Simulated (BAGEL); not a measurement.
# Si2H4F2 (SMILES F[SiH2][SiH2]F): HF/STO-3G (density fitting with qzvpp-jkfit)

Aim: the energy change on altering one bond length of Si2H4F2 at HF/STO-3G (density fitting with qzvpp-jkfit), from 2 runs. 

The results are computed with BAGEL 1.2.2.

1 further run of the same task is left out (set aside as unsound or not needed). Runs told in other sessions of the task aren't counted.

## 1. Starting point

Si2H4F2: 8 atoms, total charge 0, spin state singlet. SMILES: `F[SiH2][SiH2]F`. The coordinates come from a PBE0-D4/def2-TZVP relaxation. This is one conformer, not always the lowest.

Bond lengths: F1–Si2 1.605 Å, Si2–Si3 2.350 Å, Si3–F4 1.605 Å, Si2–H5 1.485 Å, Si2–H6 1.487 Å, Si3–H7 1.487 Å, Si3–H8 1.485 Å. Some angles: F1–Si2–Si3 110.4°, Si2–Si3–F4 110.4°, F1–Si2–H5 108.0°, F1–Si2–H6 108.1°, Si3–Si2–H5 111.7°, Si3–Si2–H6 109.2°, Si2–Si3–H7 109.2°, Si2–Si3–H8 111.7°, F4–Si3–H7 108.1°, F4–Si3–H8 108.0°.

## 2. A single-point energy at HF/STO-3G (density fitting with qzvpp-jkfit)

The input, input.json:

```json
{ "bagel": [

{
  "title": "molecule",
  "basis": "sto-3g",
  "df_basis": "qzvpp-jkfit",
  "angstrom": true,
  "geometry": [
    { "atom": "F", "xyz": [      -1.934800,       1.205800,      -0.274500 ] },
    { "atom": "Si", "xyz": [      -0.357800,       1.128100,       0.012400 ] },
    { "atom": "Si", "xyz": [       0.358600,      -1.109600,       0.044100 ] },
    { "atom": "F", "xyz": [       0.281000,      -1.742000,      -1.428800 ] },
    { "atom": "H", "xyz": [       0.340100,       1.914200,      -1.037000 ] },
    { "atom": "H", "xyz": [      -0.099800,       1.743700,       1.341600 ] },
    { "atom": "H", "xyz": [       1.774800,      -1.164000,       0.495400 ] },
    { "atom": "H", "xyz": [      -0.477100,      -1.941900,       0.946800 ] }
  ]
},

{
  "title": "hf"
},

{
  "title": "print",
  "file": "orbitals.molden",
  "orbitals": true
}

]}
```

Started as:

```sh
BAGEL_NUM_THREADS=1 BAGEL input.json > input.out
```

Log:

```text
* using 1 threads per process

  ===============================================================
  ===============================================================

  *** Geometry ***

  { "atom" : "F", "xyz" : [     -3.656242,      2.278632,     -0.518730 ] },
  { "atom" : "Si", "xyz" : [     -0.676144,      2.131800,      0.023433 ] },
  { "atom" : "Si", "xyz" : [      0.677656,     -2.096840,      0.083337 ] },
  { "atom" : "F", "xyz" : [      0.531013,     -3.291903,     -2.700041 ] },
  { "atom" : "H", "xyz" : [      0.642696,      3.617314,     -1.959646 ] },
  { "atom" : "H", "xyz" : [     -0.188595,      3.295115,      2.535257 ] },
  { "atom" : "H", "xyz" : [      3.353886,     -2.199641,      0.936170 ] },
  { "atom" : "H", "xyz" : [     -0.901588,     -3.669659,      1.789193 ] },

  Number of auxiliary basis functions:      482

  Since a DF basis is specified, we compute 2- and 3-index integrals:
    o Being stored without compression. Storage requirement is 0.004 GB

  Number of basis functions:       32
  Number of electrons      :       50

    * METHOD: MOLECULE                             0.20

  *** RHF ***

  === Nuclear Repulsion ===
   221.6050319839

      * DIIS with orbital gradients will be used.

  === RHF iteration (sto-3g) ===
      0       -769.53818280          0.01482484           0.03
      1       -769.63755121          0.00295977           0.03
      2       -769.64216628          0.00088515           0.03
      3       -769.64279106          0.00011306           0.03
      4       -769.64280127          0.00001654           0.03
      5       -769.64280142          0.00000132           0.03
      6       -769.64280142          0.00000023           0.03
      7       -769.64280142          0.00000006           0.03
      8       -769.64280142          0.00000002           0.03
      9       -769.64280142          0.00000000           0.03
    * SCF iteration converged.

    * Permanent dipole moment:
           (   -0.376552,    -0.126320,    -0.400631) a.u.

    * METHOD: HF                                   0.38

    * METHOD: PRINT                                0.00

  ===============================================================
```

Run time: 0.71 s. Hardware: 1 thread of Arm Neoverse V1, shared host.

## 3. The distorted shape at the same level

The input, calc.json:

```json
{ "bagel": [

{
  "title": "molecule",
  "basis": "sto-3g",
  "df_basis": "qzvpp-jkfit",
  "angstrom": true,
  "geometry": [
    { "atom": "F", "xyz": [   -1.809470,    1.330620,   -0.409878 ] },
    { "atom": "Si", "xyz": [   -0.232470,    1.252920,   -0.122978 ] },
    { "atom": "Si", "xyz": [    0.483930,   -0.984780,   -0.091278 ] },
    { "atom": "F", "xyz": [    0.406330,   -1.617180,   -1.564178 ] },
    { "atom": "H", "xyz": [    0.465430,    2.039020,   -1.172378 ] },
    { "atom": "H", "xyz": [    0.025530,    1.868520,    1.206222 ] },
    { "atom": "H", "xyz": [    1.900130,   -1.039180,    0.360022 ] },
    { "atom": "H", "xyz": [   -0.477100,   -1.941900,    0.946800 ] }
  ]
},
{
  "title": "hf"
},
{
  "title": "print",
  "file": "orbitals.molden",
  "orbitals": true
}

]}
```

Started as:

```sh
BAGEL_NUM_THREADS=1 BAGEL calc.json > calc.out
```

Log:

```text
* using 1 threads per process

  ===============================================================
  ===============================================================

  *** Geometry ***

  { "atom" : "F", "xyz" : [     -3.419403,      2.514507,     -0.774557 ] },
  { "atom" : "Si", "xyz" : [     -0.439305,      2.367676,     -0.232395 ] },
  { "atom" : "Si", "xyz" : [      0.914495,     -1.860964,     -0.172490 ] },
  { "atom" : "F", "xyz" : [      0.767852,     -3.056027,     -2.955868 ] },
  { "atom" : "H", "xyz" : [      0.879535,      3.853189,     -2.215473 ] },
  { "atom" : "H", "xyz" : [      0.048245,      3.530991,      2.279429 ] },
  { "atom" : "H", "xyz" : [      3.590725,     -1.963766,      0.680343 ] },
  { "atom" : "H", "xyz" : [     -0.901588,     -3.669659,      1.789193 ] },

  Number of auxiliary basis functions:      482

  Since a DF basis is specified, we compute 2- and 3-index integrals:
    o Being stored without compression. Storage requirement is 0.004 GB

  Number of basis functions:       32
  Number of electrons      :       50

    * METHOD: MOLECULE                             0.18

  *** RHF ***

  === Nuclear Repulsion ===
   220.6509893425

      * DIIS with orbital gradients will be used.

  === RHF iteration (sto-3g) ===
      0       -769.50318129          0.01533609           0.03
      1       -769.60764917          0.00321968           0.03
      2       -769.61283428          0.00092586           0.03
      3       -769.61351835          0.00012253           0.03
      4       -769.61353038          0.00002019           0.03
      5       -769.61353062          0.00000181           0.03
      6       -769.61353062          0.00000036           0.03
      7       -769.61353062          0.00000008           0.03
      8       -769.61353062          0.00000003           0.03
      9       -769.61353062          0.00000001           0.03
    * SCF iteration converged.

    * Permanent dipole moment:
           (   -0.418905,    -0.180854,    -0.346419) a.u.

    * METHOD: HF                                   0.39

    * METHOD: PRINT                                0.00

  ===============================================================
```

Run time: 0.71 s. Hardware: 1 thread of Arm Neoverse V1, shared host.

## 4. Results

At HF/STO-3G (density fitting with qzvpp-jkfit):

| quantity | value |
| --- | --- |
| first shape: total energy | -769.64280 Eh |
| first shape: dipole moment | 1.43 D |
| first shape: HOMO energy | -8.20 eV |
| first shape: LUMO energy | 10.36 eV |
| first shape: HOMO–LUMO gap | 18.56 eV |
| distorted shape: total energy | -769.61353 Eh |
| distorted shape: dipole moment | 1.46 D |
| distorted shape: HOMO energy | -8.14 eV |
| distorted shape: LUMO energy | 9.61 eV |
| distorted shape: HOMO–LUMO gap | 17.76 eV |
| energy change with the Si3–H8 bond stretched from 1.485 to 1.708 Å | 0.796 eV |

**Reading.** With the Si3–H8 bond stretched from 1.485 to 1.708 Å the energy rises by 0.80 eV (76.9 kJ/mol). The first shape isn't relaxed at this level, so the change isn't measured from a minimum. The minimal basis adds a large error of its own.
